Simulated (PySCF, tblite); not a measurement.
**ClFGe₂H₄O, a small molecule taken as a stand-in for a surface group (Ge site with back bonds O[GeH3], F, Cl): NMR shifts, core binding energies and electronic excitations**

What NMR shifts, core binding energies and electronic excitations should one expect for `[F][GeH]([Cl])[O][GeH3]`?

Programs: tblite 0.8.0 and PySCF 2.14.0. All values are calculated, for the isolated system unless a continuum is named. Atoms count from 0, parts from 1.

## Step 1: The system as given

9 atoms, charge 0, multiplicity 1; geometry: distance geometry start.

## Step 2: Geometry optimisation with GFN2-xTB

Job settings and geometry (Å):

```
{"job": {"kind": "relax", "xc": "GFN2-xTB", "basis": "xTB"}, "charge": 0, "multiplicity": 1}
Ge     1.365306    -0.268636    -0.332213
O     -0.192582     0.068398    -1.084289
Ge    -1.470957     0.205834     0.178369
F      1.128230    -0.581299     1.398647
Cl     2.809228     1.305523    -0.648750
H      1.920543    -1.542577    -1.025544
H     -2.093961    -1.182059     0.424792
H     -0.915088     0.826733     1.441849
H     -2.619871     1.143597    -0.340495
```

With the program's defaults for keys left out, this is: GFN2-xTB geometry optimisation, gas phase.

On the command line:

```
OMP_NUM_THREADS=1 python cluster_run.py task.json out
```

One launch serves the whole session: the jobs run in the order shown.

The log of the run:

```text
step      E/eV     max force
  0    -526.86383    1.598
  1    -526.96337    1.090
  2    -527.10053    0.725
  3    -527.12532    0.591
  4    -527.18241    0.512
  5    -527.19395    0.470
  6    -527.21987    0.379
  7    -527.22901    0.376
  8    -527.24695    0.299
  9    -527.25466    0.276
 10    -527.26130    0.215
 11    -527.26813    0.319
 12    -527.27753    0.390
 13    -527.28735    0.321
 14    -527.29330    0.200
 15    -527.29650    0.168
 16    -527.30043    0.210
 17    -527.30636    0.260
 18    -527.31444    0.281
 19    -527.32171    0.260
 20    -527.32694    0.197
 21    -527.33021    0.140
 22    -527.33300    0.168
 23    -527.33751    0.223
 24    -527.34353    0.262
 25    -527.35005    0.276
 26    -527.35441    0.174
 27    -527.35629    0.087
 28    -527.35717    0.092
 29    -527.35791    0.073
 30    -527.35852    0.080
 31    -527.35910    0.083
 32    -527.35968    0.068
 33    -527.36018    0.051
 34    -527.36041    0.037
 35    -527.36057    0.029
 36    -527.36065    0.027
 37    -527.36072    0.024
 38    -527.36079    0.029
 39    -527.36091    0.042
 40    -527.36113    0.054
 41    -527.36144    0.064
 42    -527.36176    0.055
 43    -527.36199    0.042
 44    -527.36219    0.045
 45    -527.36248    0.059
 46    -527.36296    0.087
 47    -527.36366    0.106
 48    -527.36453    0.109
 49    -527.36567    0.104
 50    -527.36721    0.158
 51    -527.36961    0.214
 52    -527.37306    0.215
 53    -527.37586    0.142
 54    -527.37284    0.150
 55    -527.37752    0.069
 56    -527.37778    0.048
 57    -527.37801    0.034
 58    -527.37827    0.041
 59    -527.37842    0.051
 60    -527.37860    0.036
 61    -527.37874    0.017
 62    -527.37878    0.012
 63    -527.37879    0.007
```

It took 1.2 s on 1 thread of Arm Neoverse V2, shared host.

The steps of the relaxation:

| step | energy from step 0 (eV) | largest force (eV/Å) |
| --- | --- | --- |
| 0 | 0.0000 | 1.5973 |
| 2 | -0.2367 | 0.7252 |
| 4 | -0.3186 | 0.5116 |
| 6 | -0.3560 | 0.3794 |
| 8 | -0.3831 | 0.2990 |
| 10 | -0.3975 | 0.2153 |
| 12 | -0.4137 | 0.3900 |
| 14 | -0.4295 | 0.1996 |
| 16 | -0.4366 | 0.2105 |
| 18 | -0.4506 | 0.2807 |
| 20 | -0.4631 | 0.1971 |
| 22 | -0.4692 | 0.1678 |
| 24 | -0.4797 | 0.2628 |
| 26 | -0.4906 | 0.1739 |
| 28 | -0.4933 | 0.0917 |
| 30 | -0.4947 | 0.0792 |
| 32 | -0.4959 | 0.0683 |
| 34 | -0.4966 | 0.0371 |
| 36 | -0.4968 | 0.0269 |
| 38 | -0.4970 | 0.0292 |
| 40 | -0.4973 | 0.0543 |
| 42 | -0.4979 | 0.0546 |
| 44 | -0.4984 | 0.0441 |
| 46 | -0.4991 | 0.0870 |
| 48 | -0.5007 | 0.1097 |
| 50 | -0.5034 | 0.1578 |
| 52 | -0.5092 | 0.2152 |
| 54 | -0.5090 | 0.1491 |
| 56 | -0.5140 | 0.0483 |
| 58 | -0.5144 | 0.0407 |
| 60 | -0.5148 | 0.0363 |
| 62 | -0.5149 | 0.0116 |
| 63 | -0.5150 | 0.0071 |

Distances of close pairs at the start and the end, largest changes first:

| bond | before (Å) | after (Å) | change (Å) |
| --- | --- | --- | --- |
| Ge0–Cl4 | 2.159 | 2.068 | -0.092 |
| Ge2–H8 | 1.571 | 1.501 | -0.071 |
| Ge0–H5 | 1.553 | 1.493 | -0.060 |
| Ge0–O1 | 1.762 | 1.708 | -0.055 |
| O1–Ge2 | 1.802 | 1.755 | -0.047 |
| Ge2–H6 | 1.541 | 1.497 | -0.045 |
| Ge0–F3 | 1.775 | 1.748 | -0.027 |
| Ge2–H7 | 1.514 | 1.499 | -0.014 |

## Step 3: Relaxing the molecule at PBE0-D3(BJ)/def2-SVP

Job settings and geometry (Å):

```
{"job": {"xc": "PBE0", "basis": "def2-SVP", "d3": "d3bj", "grid": 2, "kind": "geom", "shake": 0.01}, "charge": 0, "multiplicity": 1}
Ge     1.564415    -0.400468    -0.365796
O     -0.168133    -0.412852    -0.312871
Ge    -1.684672     0.293856     0.254444
F      2.135220    -0.964566     1.173739
Cl     2.291189     1.537507    -0.555183
H      1.946557    -1.422219    -1.350601
H     -2.491762    -0.909481     0.564006
H     -1.371642     1.150965     1.461765
H     -2.176925     1.104110    -0.878053
```

The log of the run:

```text
step   0  E = -4790.13471559  max force = 0.023048
step   1  E = -4790.14208566  max force = 0.012253
step   2  E = -4790.14305100  max force = 0.004847
step   3  E = -4790.14347836  max force = 0.004554
step   4  E = -4790.14381391  max force = 0.004193
step   5  E = -4790.14397691  max force = 0.002707
step   6  E = -4790.14404730  max force = 0.000977
step   7  E = -4790.14405676  max force = 0.000296
optimisation converged
```

Run time: 91 s. Hardware: 1 thread of Arm Neoverse V2, shared host; peak memory 0.65 GiB.

Step by step:

| step | energy from step 0 (eV) | largest force component (eV/Å) |
| --- | --- | --- |
| 0 | 0.0000 | 1.1852 |
| 1 | -0.2005 | 0.6301 |
| 2 | -0.2268 | 0.2492 |
| 3 | -0.2384 | 0.2342 |
| 4 | -0.2476 | 0.2156 |
| 5 | -0.2520 | 0.1392 |
| 6 | -0.2539 | 0.0502 |
| 7 | -0.2542 | 0.0152 |

Close pairs (by a distance rule), those that changed most:

| bond | before (Å) | after (Å) | change (Å) |
| --- | --- | --- | --- |
| Ge0–Cl4 | 2.078 | 2.146 | +0.067 |
| Ge2–H8 | 1.477 | 1.536 | +0.059 |
| Ge2–H6 | 1.482 | 1.534 | +0.052 |
| Ge0–H5 | 1.470 | 1.522 | +0.052 |
| O1–Ge2 | 1.767 | 1.800 | +0.034 |
| Ge2–H7 | 1.513 | 1.537 | +0.024 |
| Ge0–F3 | 1.736 | 1.731 | -0.006 |
| Ge0–O1 | 1.733 | 1.735 | +0.001 |

The next job starts from the end point, and lists it.

| at the end point | value |
| --- | --- |
| point group (found at 0.08 Å tolerance) | C1 |
| rotational constants (GHz, main isotopes) | 2.580, 0.869, 0.740 |
| dipole moment (D) | 1.57 |

## Step 4: Shielding tensors: PBE0/pcSseg-2

Job settings and geometry (Å):

```
{"job": {"kind": "nmr", "xc": "PBE0", "basis": "pcSseg-2"}, "charge": 0, "multiplicity": 1}
Ge     1.478359    -0.462254    -0.352355
O     -0.233718    -0.705641    -0.488248
Ge    -1.572692     0.256066     0.235312
F      1.948711    -0.860318     1.264828
Cl     1.921239     1.625794    -0.572932
H      2.253144    -1.332525    -1.331370
H     -2.629300    -0.778613     0.643447
H     -1.028625     1.029698     1.447428
H     -2.091920     1.205388    -0.854701
```

With the program's defaults for keys left out, this is: GIAO PBE0/pcSseg-2 NMR shielding, non-relativistic, gas phase.

The log of the run:

```text
coarse grid: 41520 points
cycle   1  E = -4790.8616137982  dE = -9.762e-01  |g| = 1.770e+00  |ddm| = 2.284e+00
cycle   2  E = -4790.2686361970  dE =  5.930e-01  |g| = 2.632e+00  |ddm| = 1.525e+00
cycle   3  E = -4791.0969507401  dE = -8.283e-01  |g| = 4.299e-01  |ddm| = 1.160e+00
cycle   4  E = -4791.1271379522  dE = -3.019e-02  |g| = 1.691e-01  |ddm| = 2.619e-01
cycle   5  E = -4791.1306468114  dE = -3.509e-03  |g| = 4.205e-02  |ddm| = 7.458e-02
cycle   6  E = -4791.1309036480  dE = -2.568e-04  |g| = 1.129e-02  |ddm| = 2.060e-02
cycle   7  E = -4791.1309184733  dE = -1.483e-05  |g| = 2.080e-03  |ddm| = 5.021e-03
cycle   8  E = -4791.1309193613  dE = -8.880e-07  |g| = 4.553e-04  |ddm| = 1.755e-03
final grid: 82128 points
cycle   9  E = -4791.1308788673  dE = -1.545e-07  |g| = 6.244e-04  |ddm| = 1.157e-03
cycle  10  E = -4791.1308787922  dE =  7.507e-08  |g| = 9.730e-04  |ddm| = 6.857e-04
cycle  11  E = -4791.1308789150  dE = -1.228e-07  |g| = 1.239e-04  |ddm| = 4.123e-04
cycle  12  E = -4791.1308789177  dE = -2.678e-09  |g| = 2.196e-05  |ddm| = 6.581e-05
cycle  13  E = -4791.1308789177  dE = -4.638e-11  |g| = 5.319e-06  |ddm| = 1.302e-05
converged SCF energy = -4791.1308789177

GIAO shielding tensors (ppm)
atom      isotropic    diamagn.    paramagn.     s11        s22        s33       span
  0 Ge    1331.252    2755.417   -1424.165   1282.485   1324.912   1386.360    103.875
  1 O      269.597     385.896    -116.299    193.741    290.894    324.156    130.415
  2 Ge    1412.178    2754.760   -1342.582   1292.482   1329.851   1614.200    321.718
  3 F      315.841     468.915    -153.074    249.537    315.476    382.509    132.972
  4 Cl     862.724    1148.452    -285.729    730.460    811.415   1046.295    315.835
  5 H       25.005      26.600      -1.596     18.260     18.984     37.770     19.510
  6 H       26.058      27.958      -1.900     19.487     21.652     37.035     17.547
  7 H       25.779      28.786      -3.007     18.847     23.802     34.688     15.841
  8 H       26.006      28.360      -2.354     19.418     22.192     36.407     16.989
```

It took 59 s on 1 thread of Arm Neoverse V2, shared host; peak memory 1.4 GiB.

Shifts follow as δ = σ(reference) − σ, with reference shieldings (ppm) from runs at the same level and on the same kind of geometry: ¹H TMS 31.25, ¹⁹F CFCl3 175.8, ¹⁷O H2O 328.2, ⁷³Ge GeMe4 1337, ³⁵Cl HCl 941. The references are single molecules in the gas phase, so shifts against H2O, NH3, PH3, H3PO4 or CFCl3 are not on the usual liquid scales and can be off by tens of ppm.

| atoms | environment | σ (ppm) | δ (ppm) |
| --- | --- | --- | --- |
| H5 | hydrogen on a germanium bonded to Cl, F, O | 25.00 | 6.24 |
| H7 | hydrogen on a germanium bonded to O | 25.78 | 5.47 |
| H8 | hydrogen on a germanium bonded to O | 26.01 | 5.24 |
| H6 | hydrogen on a germanium bonded to O | 26.06 | 5.19 |
| Ge0 | germanium bonded to Cl, F, O, H | 1331 | 6 |
| Ge2 | germanium bonded to O, 3 H | 1412 | -75 |
| O1 | oxygen bonded to 2 Ge | 269.6 | 58.6 |
| F3 | fluorine bonded to Ge | 315.8 | -140.0 |
| Cl4 | chlorine bonded to Ge | 863 | 78 |

Charges from the same density, by scheme (e):

| atoms | Mulliken | IAO | Hirshfeld | ESP fit |
| --- | --- | --- | --- | --- |
| Ge0 | 0.98 | 1.28 | 0.54 | 0.48 |
| O1 | -0.67 | -0.82 | -0.35 | -0.35 |
| Ge2 | 0.60 | 0.72 | 0.40 | 0.36 |
| F3 | -0.43 | -0.53 | -0.25 | -0.26 |
| Cl4 | -0.24 | -0.31 | -0.14 | -0.16 |

Mayer bond orders: Ge0–O1 1.07, O1–Ge2 0.86, Ge0–F3 0.89, Ge0–Cl4 1.06.

## Step 5: X-ray photoelectron lines: SCAN, X2C

The job, as its differences from that of step 4:

```diff
@@ -1,2 +1,2 @@
-{"job": {"kind": "nmr", "xc": "PBE0", "basis": "pcSseg-2"}, "charge": 0, "multiplicity": 1}
+{"job": {"kind": "xps", "holes": 5}, "charge": 0, "multiplicity": 1}
 Ge     1.478359    -0.462254    -0.352355
```

With the program's defaults for keys left out, this is: delta-SCF UKS SCAN, pcX-2 on the ionised atom, pcseg-1 elsewhere, spin-free X2C.

The log of the run:

```text
ground state, core basis on atom 1 (O), 151 functions
  cycle   1  E = -4826.88519095  |g| = 1.05e+00
  cycle   2  E = -4825.80639577  |g| = 2.49e+00
  cycle   3  E = -4827.05034328  |g| = 3.76e-01
  cycle   4  E = -4827.07908691  |g| = 1.86e-01
  cycle   5  E = -4827.08471974  |g| = 6.20e-02
  cycle   6  E = -4827.08552752  |g| = 1.52e-02
  cycle   7  E = -4827.08558214  |g| = 5.07e-03
  cycle   8  E = -4827.08559509  |g| = 1.00e-03
  cycle   9  E = -4827.08559783  |g| = 1.72e-04
  E(ground) = -4827.34703253 Eh
hole in O 1s of atom 1
  cycle   1  E = -4806.46563837  |g| = 2.24e+00
  cycle   2  E = -4805.72721471  |g| = 2.36e+00
  cycle   3  E = -4807.20605494  |g| = 5.31e-01
  cycle   4  E = -4807.24033008  |g| = 4.22e-01
  cycle   5  E = -4807.31788483  |g| = 1.01e-01
  cycle   6  E = -4807.32035293  |g| = 4.70e-02
  cycle   7  E = -4807.32150956  |g| = 9.06e-03
  cycle   8  E = -4807.32155676  |g| = 1.75e-03
  cycle   9  E = -4807.32155754  |g| = 6.27e-04
  cycle  10  E = -4807.32156040  |g| = 1.56e-04
  E(ion) = -4807.58356693 Eh   <S^2> = 0.7642   hole on atom = 1.000   binding energy = 537.791 eV
ground state, core basis on atom 3 (F), 151 functions
  cycle   1  E = -4827.09122434  |g| = 1.82e-01
  cycle   2  E = -4827.07490580  |g| = 3.25e-01
  cycle   3  E = -4827.09424372  |g| = 5.48e-02
  cycle   4  E = -4827.09480777  |g| = 1.31e-02
  cycle   5  E = -4827.09485646  |g| = 2.43e-03
  cycle   6  E = -4827.09485585  |g| = 4.71e-04
  E(ground) = -4827.36240012 Eh
hole in F 1s of atom 3
  cycle   1  E = -4800.75543600  |g| = 2.59e+00
  cycle   2  E = -4800.58558971  |g| = 2.20e+00
  cycle   3  E = -4801.54483927  |g| = 5.36e-01
  cycle   4  E = -4801.47208646  |g| = 6.81e-01
  cycle   5  E = -4801.65895704  |g| = 1.37e-01
  cycle   6  E = -4801.66789927  |g| = 5.10e-02
  cycle   7  E = -4801.66963892  |g| = 6.63e-03
  cycle   8  E = -4801.66966611  |g| = 1.82e-03
  cycle   9  E = -4801.66966854  |g| = 4.06e-04
  E(ion) = -4801.94339189 Eh   <S^2> = 0.7572   hole on atom = 1.000   binding energy = 691.686 eV
ground state, core basis on atom 4 (Cl), 162 functions
  cycle   1  E = -4827.23469685  |g| = 4.94e-01
  cycle   2  E = -4827.23075743  |g| = 1.87e-01
  cycle   3  E = -4827.22170097  |g| = 2.96e-01
  cycle   4  E = -4827.23627147  |g| = 2.17e-02
  cycle   5  E = -4827.23632399  |g| = 1.37e-02
  cycle   6  E = -4827.23636151  |g| = 2.10e-03
  cycle   7  E = -4827.23636192  |g| = 5.46e-04
  cycle   8  E = -4827.23635919  |g| = 2.18e-04
  E(ground) = -4827.48450306 Eh
hole in Cl 2p of atom 4
  cycle   1  E = -4819.16207320  |g| = 1.70e+00
  cycle   2  E = -4819.11682546  |g| = 1.30e+00
  cycle   3  E = -4819.48398735  |g| = 5.78e-01
  cycle   4  E = -4819.60624259  |g| = 2.51e-01
  cycle   5  E = -4819.62748653  |g| = 9.01e-02
  cycle   6  E = -4819.62977483  |g| = 5.35e-02
  cycle   7  E = -4819.63078747  |g| = 6.15e-03
  cycle   8  E = -4819.63081059  |g| = 1.95e-03
  cycle   9  E = -4819.63081256  |g| = 4.56e-04
  E(ion) = -4819.88927120 Eh   <S^2> = 0.7522   hole on atom = 1.001   binding energy = 206.677 eV
  2p3/2 = 206.093 eV   2p1/2 = 207.747 eV
```

Run time: 18 s. Hardware: 1 thread of Arm Neoverse V2, shared host; peak memory 0.55 GiB.

Binding energies by hole, beside the orbital energy of the ground state; the difference holds orbital relaxation and, for a density functional, its self-interaction error:

| hole | stands for | environment | ΔSCF (eV; 2p as the shell's mean) | −ε (eV) | ⟨S²⟩ |
| --- | --- | --- | --- | --- | --- |
| O1s on O1 | O1 | oxygen bonded to 2 Ge | 537.79 | 517.1 | 0.764 |
| F1s on F3 | F3 | fluorine bonded to Ge | 691.69 | 666.3 | 0.757 |
| Cl2p on Cl4 | Cl4 | chlorine bonded to Ge | 206.64 | 193.7 | 0.752 |

With the spin-orbit splitting: Cl4 2p3/2 206.09, 2p1/2 207.75 eV. The table gives each 2p level as the mean over the whole 2p shell (two parts 2p3/2, one part 2p1/2), which differs a little from the single hole in the log.

## Step 6: Excited states and response: CAM-B3LYP/def2-SVPD

The job, as its differences from that of step 5:

```diff
@@ -1,2 +1,2 @@
-{"job": {"kind": "xps", "holes": 5}, "charge": 0, "multiplicity": 1}
+{"job": {"kind": "uv", "xc": "CAM-B3LYP", "basis": "def2-SVPD", "nstates": 6, "ntriplets": 2, "ip": true}, "charge": 0, "multiplicity": 1}
 Ge     1.478359    -0.462254    -0.352355
```

Method: TDDFT CAM-B3LYP/def2-SVPD, vertical, gas phase, core orbitals frozen in the response.

The log of the run:

```text
coarse grid: 41520 points
cycle   1  E = -4791.0196770012  dE = -9.023e-01  |g| = 1.095e+00  |ddm| = 3.735e+00
cycle   2  E = -4790.8004615407  dE =  2.192e-01  |g| = 1.601e+00  |ddm| = 3.254e+00
cycle   3  E = -4791.2170682631  dE = -4.166e-01  |g| = 1.592e-01  |ddm| = 1.926e+00
cycle   4  E = -4791.2215709631  dE = -4.503e-03  |g| = 4.936e-02  |ddm| = 2.536e-01
cycle   5  E = -4791.2219336624  dE = -3.627e-04  |g| = 1.875e-02  |ddm| = 5.325e-02
cycle   6  E = -4791.2219909831  dE = -5.732e-05  |g| = 3.836e-03  |ddm| = 2.116e-02
cycle   7  E = -4791.2219941022  dE = -3.119e-06  |g| = 8.089e-04  |ddm| = 5.765e-03
final grid: 82128 points
cycle   8  E = -4791.2219601790  dE = -1.416e-07  |g| = 6.547e-04  |ddm| = 2.580e-03
cycle   9  E = -4791.2219601914  dE = -1.242e-08  |g| = 6.163e-04  |ddm| = 1.120e-03
cycle  10  E = -4791.2219602399  dE = -4.855e-08  |g| = 1.071e-04  |ddm| = 5.344e-04
cycle  11  E = -4791.2219602419  dE = -2.006e-09  |g| = 2.057e-05  |ddm| = 1.131e-04
cycle  12  E = -4791.2219602421  dE = -1.555e-10  |g| = 1.094e-05  |ddm| = 5.464e-05
converged SCF energy = -4791.2219602421

Static polarisability (au): isotropic 74.145, principal 65.110 75.085 82.241

Singlet excitations
state   eV       nm        f      main configurations
  1   7.1480    173.5   0.01319   H->L 0.86
  2   7.5041    165.2   0.01889   H-1->L 0.71
  3   7.6098    162.9   0.03039   H-2->L 0.44, H-2->L+1 0.16, H-3->L 0.14
  4   7.6355    162.4   0.03595   H-3->L 0.35, H->L+1 0.17, H-2->L 0.11
  5   8.1773    151.6   0.00184   H->L+1 0.53, H-3->L 0.10, H-1->L+1 0.09
  6   8.3844    147.9   0.00486   H-1->L+1 0.42, H->L+2 0.11

Triplet excitations (Tamm-Dancoff, eV): 6.6649 6.9546
Vertical ionisation energy (delta-SCF) = 11.2852 eV
```

Run time: 3.4 min. Hardware: 1 thread of Arm Neoverse V2, shared host; peak memory 0.97 GiB.

The orbitals next to the gap, with their largest atomic shares:

| orbital | eV | atoms |
| --- | --- | --- |
| HOMO−3 | -11.12 | Cl4 71 %, Ge2 8 %, Ge0 6 % |
| HOMO−2 | -10.97 | Cl4 81 %, Ge0 9 % |
| HOMO−1 | -10.79 | O1 36 %, Ge2 22 %, H7 19 % |
| HOMO | -10.50 | O1 44 %, Ge2 17 %, H8 13 % |
| LUMO | 0.18 | Ge0 19 %, Ge2 19 %, Cl4 16 % |
| LUMO+1 | 0.63 | Ge2 29 %, Cl4 18 %, Ge0 14 % |
| LUMO+2 | 0.87 | Ge2 27 %, Ge0 24 %, H5 11 % |

With each of the 6 states as a Gaussian band of 0.4 eV half-width at 1/e, the curve within the window shown has maxima at 164 nm (ε 3,600) L/(mol cm). Beyond the last state computed it falls off for lack of states. The curve at chosen wavelengths:

(nm, ε (L/mol/cm)): (143, 130), (145, 201), (147, 281), (149, 383), (150, 457), (152, 690), (154, 1088), (156, 1665), (158, 2347), (160, 2990), (161, 3244), (163, 3539), (165, 3514), (167, 3212), (169, 2735), (171, 2200), (172, 1939), (174, 1465), (176, 1075), (178, 769), (180, 536), (182, 364), (183, 296), (185, 191), (187, 119), (189, 71)

Ground-state properties from the same run:

| property | computed |
| --- | --- |
| dipole moment (D) | 1.74 |
| polarisability (Å³) | 10.99 |
| HOMO–LUMO gap (eV) | 10.68 |
| −ε(HOMO) (eV) | 10.50 |

## Step 7: Results

```
                                 quantity                        value
                              point group                           C1
     rotational constants (main isotopes)         2.58, 0.87, 0.74 GHz
    ¹H shifts against TMS (PBE0/pcSseg-2)   6.24, 5.47, 5.24, 5.19 ppm
⁷³Ge shifts against GeMe4 (PBE0/pcSseg-2)                   6, -75 ppm
   ¹⁷O shifts against H2O (PBE0/pcSseg-2)                     58.6 ppm
 ¹⁹F shifts against CFCl3 (PBE0/pcSseg-2)                   -140.0 ppm
  ³⁵Cl shifts against HCl (PBE0/pcSseg-2)                       78 ppm
         O1s binding energies, SCAN/pcX-2                 O1 537.79 eV
         F1s binding energies, SCAN/pcX-2                 F3 691.69 eV
        Cl2p binding energies, SCAN/pcX-2                Cl4 206.64 eV
     lowest singlet (CAM-B3LYP/def2-SVPD)  7.15 eV (173 nm), f = 0.013
 brightest single state of those computed  state 4, 7.64 eV, f = 0.036
                           lowest triplet                      6.66 eV
        vertical ionisation energy (ΔSCF)                     11.29 eV
```

**Reading.** The start of the PBE0/def2-SVP relaxation was shaken at random by about 0.01 Å, so part of the energy gained, and of the first lengths quoted, undoes that. Over 7 steps the energy fell by 0.254 eV; of the close pairs, Ge0–Cl4 changed most, 2.078 to 2.146 Å (PBE0/def2-SVP). No frequency check was run at this level, so the end point may be a saddle. Hydrogens of an XH3 group are listed apart at this fixed geometry; free rotation makes them one line at their mean. The lowest singlet, at 7.15 eV, is HOMO→LUMO 0.86 and is weak; of the 6 states computed, the strongest absorption comes from states 3 to 4 together at 7.64 eV. The lowest triplet lies 0.48 eV below the lowest singlet (triplets in Tamm-Dancoff, singlets in full TDDFT). ΔSCF puts the ionisation energy at 11.29 eV, 0.79 eV above −ε(HOMO). Spin-orbit coupling is left out, which matters for shieldings and couplings at and beside the heavy atoms.
